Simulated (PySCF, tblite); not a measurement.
# C3H11BN2O: geometry, infrared bands and NMR shifts

Aim: predict the infrared bands and NMR shifts of C3H11BN2O (`C=C(C)[B@-](N)([NH3+])O`).

The runs use tblite 0.8.0 and PySCF 2.14.0, with density-fitted response routines of our own; the level of theory stands in each step. All values are computed, except where a source is named. Atoms count from 0, in the outputs and in this text.

**1. Starting geometry**

18 atoms, charge 0, multiplicity 1; geometry from: force field or distance geometry start.

Bonds of the start (Å): C0–C1 1.33, C1–C2 1.51, C1–B3 1.58, B3–N4 1.53, B3–N5 1.50, B3–O6 1.48, C0–H7 1.08, C0–H8 1.08, C2–H9 1.10, C2–H10 1.10, C2–H11 1.11, N4–H12 1.05, N4–H13 1.06, N5–H14 1.06, N5–H15 1.05, N5–H16 1.05, O6–H17 0.97.

**2. Relaxing the molecule with GFN2-xTB**

Job settings and geometry (Å):

```
{"job": {"kind": "relax", "xc": "GFN2-xTB", "basis": "xTB"}, "charge": 0, "multiplicity": 1}
C      1.020800     1.631100     0.010800
C      0.742000     0.334500    -0.073400
C      1.829600    -0.715700    -0.062400
B     -0.739700    -0.210100    -0.166100
N     -0.803300    -1.741500    -0.222200
N     -1.392000     0.471100    -1.338500
O     -1.359000     0.138300     1.134800
H      2.054300     1.941500     0.077500
H      0.251300     2.390000     0.015100
H      2.596500    -0.411400    -0.792000
H      2.306200    -0.705900     0.929200
H      1.420600    -1.729500    -0.224800
H     -1.786000    -2.096300    -0.088600
H     -0.402300    -2.139700    -1.115300
H     -0.962300     1.425300    -1.483400
H     -2.429100     0.564100    -1.171200
H     -1.274800    -0.140600    -2.187000
H     -1.081400     1.001200     1.481000
```

Started as:

```sh
> OMP_NUM_THREADS=1 python probes_run.py task.json out
```

This one command runs all jobs of the session in turn.

What it wrote:

```text
step      E/eV     max force
  0    -629.33036    4.374
  1    -629.84887    2.566
  2    -630.08891    1.256
  3    -630.19932    0.604
  4    -630.25670    0.479
  5    -630.28875    0.472
  6    -630.32084    0.442
  7    -630.35768    0.376
  8    -630.38967    0.385
  9    -630.41643    0.464
 10    -630.44315    0.511
 11    -630.47011    0.494
 12    -630.49395    0.352
 13    -630.51468    0.307
 14    -630.53560    0.477
 15    -630.56084    0.501
 16    -630.58321    0.358
 17    -630.59611    0.195
 18    -630.60293    0.200
 19    -630.60955    0.201
 20    -630.61692    0.189
 21    -630.62293    0.169
 22    -630.62714    0.153
 23    -630.63108    0.169
 24    -630.63545    0.156
 25    -630.64022    0.207
 26    -630.64541    0.197
 27    -630.65080    0.169
 28    -630.65526    0.156
 29    -630.65820    0.096
 30    -630.66018    0.097
 31    -630.66217    0.109
 32    -630.66469    0.157
 33    -630.66758    0.145
 34    -630.67009    0.115
 35    -630.67192    0.109
 36    -630.67341    0.103
 37    -630.67505    0.088
 38    -630.67676    0.077
 39    -630.67805    0.069
 40    -630.67880    0.060
 41    -630.67939    0.059
 42    -630.68009    0.070
 43    -630.68113    0.082
 44    -630.68257    0.104
 45    -630.68446    0.106
 46    -630.68709    0.103
 47    -630.69067    0.126
 48    -630.69472    0.160
 49    -630.69821    0.133
 50    -630.70061    0.184
 51    -630.70160    0.266
 52    -630.70427    0.108
 53    -630.70620    0.118
 54    -630.70929    0.145
 55    -630.71203    0.175
 56    -630.71469    0.149
 57    -630.71660    0.134
 58    -630.71795    0.102
 59    -630.71832    0.184
 60    -630.72028    0.084
 61    -630.72123    0.067
 62    -630.72287    0.067
 63    -630.72374    0.083
 64    -630.72533    0.118
 65    -630.72699    0.088
 66    -630.72823    0.129
 67    -630.73004    0.101
 68    -630.73220    0.142
 69    -630.73482    0.095
 70    -630.73607    0.112
 71    -630.73737    0.101
 72    -630.73820    0.062
 73    -630.73934    0.083
 74    -630.74018    0.068
 75    -630.74094    0.080
 76    -630.74219    0.086
 77    -630.74339    0.092
 78    -630.74525    0.094
 79    -630.74664    0.093
 80    -630.74788    0.052
 81    -630.74826    0.044
 82    -630.74856    0.041
 83    -630.74885    0.045
 84    -630.74930    0.052
 85    -630.74987    0.058
 86    -630.75067    0.073
 87    -630.75180    0.086
 88    -630.75350    0.120
 89    -630.75595    0.132
 90    -630.75781    0.357
 91    -630.76128    0.161
 92    -630.76436    0.129
 93    -630.77014    0.288
 94    -630.77239    0.122
 95    -630.77742    0.134
 96    -630.78354    0.309
 97    -630.78896    0.130
 98    -630.79291    0.170
 99    -630.79888    0.200
100    -630.80078    0.150
101    -630.80619    0.193
102    -630.81003    0.176
103    -630.81467    0.165
104    -630.81875    0.109
105    -630.82154    0.137
106    -630.82411    0.112
107    -630.82585    0.107
108    -630.82759    0.118
109    -630.82887    0.082
110    -630.82955    0.060
111    -630.82995    0.091
112    -630.83034    0.091
113    -630.83070    0.094
114    -630.83097    0.074
115    -630.83120    0.062
116    -630.83153    0.055
117    -630.83218    0.068
118    -630.83329    0.087
119    -630.83471    0.095
120    -630.83603    0.092
121    -630.83717    0.104
122    -630.83818    0.069
123    -630.83884    0.081
124    -630.83897    0.100
125    -630.83968    0.087
126    -630.84009    0.053
127    -630.84081    0.076
128    -630.84181    0.076
129    -630.84319    0.072
130    -630.84451    0.074
131    -630.84507    0.091
132    -630.84415    0.205
133    -630.84567    0.075
134    -630.84591    0.048
135    -630.84626    0.033
136    -630.84650    0.045
137    -630.84665    0.043
138    -630.84690    0.040
139    -630.84714    0.043
140    -630.84749    0.046
141    -630.84793    0.058
142    -630.84856    0.089
143    -630.84889    0.149
144    -630.84982    0.091
145    -630.85036    0.058
146    -630.85145    0.088
147    -630.85248    0.090
148    -630.85419    0.164
149    -630.85489    0.180
150    -630.85660    0.185
151    -630.85754    0.082
152    -630.85845    0.051
153    -630.85780    0.479
154    -630.86122    0.091
155    -630.86232    0.062
156    -630.85934    0.521
157    -630.86451    0.051
158    -630.86535    0.050
159    -630.86666    0.180
160    -630.86734    0.076
161    -630.86794    0.033
162    -630.86834    0.024
163    -630.86851    0.036
164    -630.86863    0.054
165    -630.86873    0.066
166    -630.86884    0.058
167    -630.86899    0.050
168    -630.86922    0.039
169    -630.86952    0.040
170    -630.86991    0.045
171    -630.87044    0.059
172    -630.87110    0.067
173    -630.87179    0.077
174    -630.86446    0.572
175    -630.87271    0.063
176    -630.87318    0.056
177    -630.87449    0.128
178    -630.87497    0.048
179    -630.87538    0.032
180    -630.87595    0.047
181    -630.87611    0.040
182    -630.87631    0.032
183    -630.87650    0.032
184    -630.87674    0.047
185    -630.87687    0.073
186    -630.87666    0.116
187    -630.87718    0.032
188    -630.87728    0.031
189    -630.87750    0.057
190    -630.87761    0.015
191    -630.87768    0.021
192    -630.87779    0.014
193    -630.87784    0.015
194    -630.87790    0.018
195    -630.87795    0.018
196    -630.87799    0.029
197    -630.87802    0.030
198    -630.87808    0.021
199    -630.87820    0.025
200    -630.87828    0.031
201    -630.87842    0.051
202    -630.87856    0.078
203    -630.87851    0.097
204    -630.87893    0.062
205    -630.87918    0.055
206    -630.87704    0.362
207    -630.87971    0.073
208    -630.88005    0.063
209    -630.85070    1.173
210    -630.88036    0.063
211    -630.88063    0.062
212    -630.86748    0.875
213    -630.88122    0.054
214    -630.88166    0.054
215    -630.87260    0.734
216    -630.88219    0.059
217    -630.88256    0.054
218    -630.88098    0.386
219    -630.88314    0.062
220    -630.88341    0.070
221    -630.88364    0.154
222    -630.88388    0.080
223    -630.88404    0.053
224    -630.88438    0.023
225    -630.88441    0.025
226    -630.88443    0.017
227    -630.88446    0.009
```

It took 4.5 s on 1 thread of Intel Xeon at 2.50GHz, shared host.

Relaxation path: (not every step is listed)

```
step  energy from step 0 (eV)  largest force (eV/Å)
   0                   0.0000                4.3744
   1                  -0.5185                2.5659
   2                  -0.7586                1.2557
   3                  -0.8690                0.6038
   4                  -0.9263                0.4789
   5                  -0.9584                0.4717
   6                  -0.9905                0.4422
   7                  -1.0273                0.3757
   8                  -1.0593                0.3854
  29                  -1.3278                0.0961
  50                  -1.3702                0.1836
  71                  -1.4070                0.1008
  92                  -1.4340                0.1295
 113                  -1.5003                0.0940
 134                  -1.5155                0.0475
 155                  -1.5320                0.0622
 176                  -1.5428                0.0558
 197                  -1.5477                0.0298
 218                  -1.5506                0.3856
 222                  -1.5535                0.0802
 223                  -1.5537                0.0532
 224                  -1.5540                0.0234
 225                  -1.5540                0.0248
 226                  -1.5541                0.0166
 227                  -1.5541                0.0091
```

Close pairs (by a distance rule), those that changed most:

```
  bond  before (Å)  after (Å)  change (Å)
 B3–N5       1.505      3.135      +1.630
 B3–N4       1.534      1.399      -0.135
 B3–O6       1.482      1.366      -0.117
N4–H13       1.057      1.002      -0.054
N4–H12       1.053      1.004      -0.049
N5–H14       1.056      1.013      -0.043
N5–H15       1.055      1.013      -0.042
N5–H16       1.053      1.013      -0.039
```

The end geometry stands in the next job.

**3. Harmonic vibrations with GFN2-xTB**

Job settings and geometry (Å):

```
{"job": {"kind": "ir", "xc": "GFN2-xTB", "basis": "xTB"}, "charge": 0, "multiplicity": 1}
C      1.063469     1.543201     0.476602
C      0.794655     0.261827     0.241414
C      1.889756    -0.643897    -0.252713
B     -0.653697    -0.357268     0.454969
N     -0.906497    -1.698117     0.147054
N     -1.556156     0.656885    -2.370936
O     -1.712519     0.367451     0.922752
H      2.046945     1.964699     0.330119
H      0.317726     2.241200     0.826946
H      2.831494    -0.107827    -0.354067
H      2.033174    -1.471866     0.440755
H      1.622069    -1.061867    -1.222926
H     -1.811277    -2.109072     0.293532
H     -0.213740    -2.347161    -0.175173
H     -0.678768     1.081804    -2.094483
H     -1.379754    -0.333110    -2.493175
H     -2.188281     0.743854    -1.583967
H     -1.507359     1.275580     1.136882
```

What it wrote:

```text
mode    cm-1     km/mol
  1      12.0      1.15
  2      33.4      0.27
  3      45.3      4.36
  4      88.7     27.54
  5      94.6      9.86
  6     117.1     36.21
  7     165.1     61.11
  8     180.4      2.45
  9     216.4      0.41
 10     278.5      2.91
 11     335.0      6.70
 12     389.0      1.88
 13     429.6     19.26
 14     443.8      7.68
 15     530.9    115.33
 16     547.7     51.93
 17     575.9    229.11
 18     675.4      6.20
 19     692.7     17.63
 20     837.6      8.25
 21     907.4     32.59
 22     949.0     38.41
 23     977.4     97.63
 24    1015.6     16.25
 25    1036.7      2.37
 26    1157.4    239.10
 27    1202.4    239.82
 28    1273.1    139.62
 29    1351.8    207.00
 30    1395.4      0.63
 31    1432.6      3.26
 32    1485.4      4.49
 33    1494.2     27.24
 34    1523.9    115.39
 35    1600.3     26.22
 36    1601.2     27.19
 37    1679.9     11.80
 38    2997.8     38.28
 39    3009.7     29.34
 40    3022.3     33.56
 41    3067.4     43.34
 42    3078.2     73.41
 43    3426.1      1.39
 44    3470.7      3.96
 45    3472.6      2.86
 46    3520.3      2.65
 47    3570.5      0.91
 48    3647.0     16.40
```

Run time: 1.6 s. Hardware: 1 thread of Intel Xeon at 2.50GHz, shared host.

Which atoms move in the most intense modes:

```
cm⁻¹  km/mol                                  atoms
 531   115.3            H17 55 %, H13 24 %, B3 13 %
 576   229.1             B3 33 %, C1 20 %, H17 13 %
 977    97.6             H17 51 %, H7 11 %, H8 11 %
1157   239.1              B3 34 %, C1 15 %, O6 15 %
1202   239.8  H16 29 %, H14 28 %, H15 27 %, N5 16 %
1273   139.6                       C1 37 %, B3 35 %
1352   207.0                       B3 61 %, N4 11 %
1524   115.4            H13 36 %, H12 35 %, N4 17 %
```

The optimised geometry no longer has the bonds of the starting formula, so what follows describes that rearranged structure.

**4. Nuclear shieldings: PBE0/pcSseg-1**

The job, as its differences from that of step 3:

```diff
@@ -1,2 +1,2 @@
-{"job": {"kind": "ir", "xc": "GFN2-xTB", "basis": "xTB"}, "charge": 0, "multiplicity": 1}
+{"job": {"kind": "nmr", "xc": "PBE0", "basis": "pcSseg-1"}, "charge": 0, "multiplicity": 1}
 C      1.063469     1.543201     0.476602
```

Level: GIAO PBE0/pcSseg-1 NMR shielding, non-relativistic, gas phase.

What it wrote:

```text
coarse grid: 14376 points
cycle   1  E = -329.9931550907  dE =  6.188e-01  |g| = 8.234e-01  |ddm| = 3.513e+00
cycle   2  E = -329.9097163611  dE =  8.344e-02  |g| = 1.079e+00  |ddm| = 1.422e+00
cycle   3  E = -330.1302544912  dE = -2.205e-01  |g| = 1.114e-01  |ddm| = 8.476e-01
cycle   4  E = -330.1325330788  dE = -2.279e-03  |g| = 3.673e-02  |ddm| = 9.653e-02
cycle   5  E = -330.1327915792  dE = -2.585e-04  |g| = 9.602e-03  |ddm| = 2.748e-02
cycle   6  E = -330.1328098360  dE = -1.826e-05  |g| = 2.903e-03  |ddm| = 8.787e-03
cycle   7  E = -330.1328117194  dE = -1.883e-06  |g| = 6.381e-04  |ddm| = 2.863e-03
final grid: 137120 points
cycle   8  E = -330.1766937786  dE = -6.520e-05  |g| = 1.251e-02  |ddm| = 6.101e-02
cycle   9  E = -330.1766703817  dE =  2.340e-05  |g| = 1.663e-02  |ddm| = 1.953e-02
cycle  10  E = -330.1767273619  dE = -5.698e-05  |g| = 1.679e-03  |ddm| = 1.181e-02
cycle  11  E = -330.1767279324  dE = -5.704e-07  |g| = 3.172e-04  |ddm| = 1.360e-03
cycle  12  E = -330.1767279483  dE = -1.592e-08  |g| = 1.640e-04  |ddm| = 3.355e-04
cycle  13  E = -330.1767279548  dE = -6.539e-09  |g| = 3.918e-05  |ddm| = 1.847e-04
cycle  14  E = -330.1767279552  dE = -3.340e-10  |g| = 1.312e-05  |ddm| = 3.837e-05
converged SCF energy = -330.1767279552

GIAO shielding tensors (ppm)
atom      isotropic    diamagn.    paramagn.     s11        s22        s33       span
  0 C       57.990     256.194    -198.203    -57.448     79.577    151.843    209.290
  1 C       34.178     265.489    -231.312    -88.548     11.503    179.578    268.125
  2 C      161.331     249.041     -87.710    146.465    152.040    185.490     39.025
  3 B       75.118     196.439    -121.321     50.110     73.399    101.845     51.735
  4 N      193.958     319.539    -125.582    133.973    213.331    234.569    100.596
  5 N      249.749     317.981     -68.232    229.386    257.190    262.672     33.287
  6 O      243.006     389.358    -146.352    144.987    257.490    326.540    181.552
  7 H       25.880      32.282      -6.402     22.975     25.078     29.588      6.613
  8 H       26.358      34.668      -8.310     23.320     25.127     30.626      7.307
  9 H       29.822      30.989      -1.167     26.039     28.607     34.821      8.782
 10 H       29.733      31.020      -1.287     25.737     28.736     34.725      8.988
 11 H       29.785      32.400      -2.615     26.158     29.250     33.946      7.788
 12 H       28.911      31.644      -2.733     23.467     25.897     37.370     13.904
 13 H       28.942      33.902      -4.960     22.909     28.107     35.810     12.901
 14 H       31.787      35.393      -3.606     25.366     28.960     41.035     15.669
 15 H       31.652      33.294      -1.642     25.743     29.146     40.068     14.325
 16 H       31.379      32.822      -1.443     25.080     28.969     40.088     15.008
 17 H       27.851      35.099      -7.248     21.039     25.449     37.064     16.025
```

Run time: 77 s. Hardware: 1 thread of Intel Xeon at 2.50GHz, shared host; peak memory 0.79 GiB.

The references, computed at this level on geometries of the same kind, shield at (ppm): 1H TMS 31.72, 13C TMS 186.9, 15N NH3 267.7, 17O H2O 336.1, 11B BF3·OEt2 100.1. Their shielding less the atom's gives the shift. The references are single molecules in the gas phase, so shifts against H2O, NH3, PH3, H3PO4 or CFCl3 are not on the usual liquid scales and can be off by tens of ppm. Each atom is listed at this fixed geometry, with no averaging over motion; a spectrum would average atoms that exchange fast.

```
atoms  σ (ppm)  δ (ppm)
   C1     34.2    152.7
   C0     58.0    128.9
   C2    161.3     25.6
   H7    25.88     5.84
   H8    26.36     5.36
  H17    27.85     3.87
  H12    28.91     2.81
  H13    28.94     2.77
  H10    29.73     1.98
  H11    29.79     1.93
   H9    29.82     1.89
  H16    31.38     0.34
  H15    31.65     0.06
  H14    31.79    -0.07
   B3     75.1     24.9
   N4    194.0     73.8
   N5    249.7     18.0
   O6    243.0     93.1
```

Charges from the same density, by scheme (e):

```
atoms  Mulliken    IAO  Hirshfeld  ESP fit
   C0     -0.12  -0.30      -0.10    -0.63
   C1     -0.54  -0.12      -0.06     0.17
   C2     -0.20  -0.42      -0.12    -0.45
   B3      0.56   0.37       0.19     0.57
   N4     -0.47  -0.58      -0.25    -1.05
   N5     -0.48  -0.74      -0.32    -1.12
   O6     -0.43  -0.55      -0.26    -0.66
```

Mayer bond orders: C0–C1 1.98, C1–C2 1.05, C1–B3 0.85, B3–N4 1.24, B3–N5 0.12, B3–O6 1.17.

The fields below are evaluated on a grid from the run's orbitals.

Frontier orbitals at PBE0/pcSseg-1, with the share of their density that lies nearest to each atom:

```
orbital  energy (eV)                                                 lies on
   HOMO        -7.04                   N5 68 %; H14, H15, H16 about 8 % each
   LUMO        -0.42  C0, C1 about 26 % each; B3 16 %; H7, H8 about 8 % each
```

ELF in a plane through or near 4 of the atoms.

Ten even steps from ' ' (0.00) to '@' (1.00):
```
                                                        
                                                        
                                                        
                          ==##**..                      
              ==**==    ..%%@@@@++..                    
          ..##@@@@@@**  ..@@@@@@##++==--..              
          ..%%@@@@@@%%::  ++%%%%####**==::              
            ==@@@@@@++::  ..--##%%%%**::..              
            ..==++**++==--::--##%%##--                  
            ....::####--##@@**..::::                    
                ..++--##--@@%%--::::                    
              ::--**%%%%**==--......                    
          ::##%%%%--==--++..                            
        ..**@@@@@@**::**%%++..                          
          ==@@@@%%**##@@@@%%--                          
            ::::....++%%@@##--                          
                    ..==++::                            
                                                        
                                                        
                                                        
```
The map spans 10.5 Å across and 9.8 Å up, centred on the molecule. Atoms in the plane (x, y in Å): C0 (-1.4, -1.5), C1 (-0.9, -0.2), H10 (-2.0, 1.6), H13 (0.4, 2.3).

On the surface of density 0.002 e/bohr³ the electrostatic potential runs, from the 1st to the 99th percentile, from -2.08 V near N5 to 1.99 V near H17.

**5. Outcome**

| quantity | value |
| --- | --- |
| strongest single infrared mode (GFN2-xTB) | 1202 cm⁻¹, 240 km/mol |
| zero-point energy (GFN2-xTB) | 93.0 kcal/mol |
| 13C shifts against TMS (PBE0/pcSseg-1) | 152.7, 128.9, 25.6 ppm |
| 1H shifts against TMS (PBE0/pcSseg-1) | 5.84, 5.36, 3.87, 2.81, 2.77, 1.98, 1.93, 1.89, 0.34, 0.06, -0.07 ppm |
| 11B shifts against BF3·OEt2 (PBE0/pcSseg-1) | 24.9 ppm |
| 15N shifts against NH3 (PBE0/pcSseg-1) | 73.8, 18.0 ppm |
| 17O shifts against H2O (PBE0/pcSseg-1) | 93.1 ppm |
| surface potential, 1st and 99th percentile | -2.08 V and 1.99 V |

Relaxing lowered the energy by 1.554 eV in 227 steps; the close pair that moved most is B3–N5, from 1.505 to 3.135 Å. No mode is imaginary among the 48: a minimum at this level. The strongest single mode, at 1202 cm⁻¹, moves mainly H16, H14 and H15. Unscaled tight-binding wavenumbers are off by several per cent, some by more. Its intensities can rank the bands wrongly. The structure rearranged or came apart on optimisation; the results belong to the end geometry, not to the formula as drawn. Shifts at one fixed geometry are not the observed spectrum, which averages over the motion. At PBE0/pcSseg-1: The widest tensor belongs to C1: span 268 ppm, with a paramagnetic part of -231 ppm. By nearest atom (PBE0/pcSseg-1), the HOMO sits on N5 68 %; H14, H15, H16 about 8 % each and the LUMO on C0, C1 about 26 % each; B3 16 %.
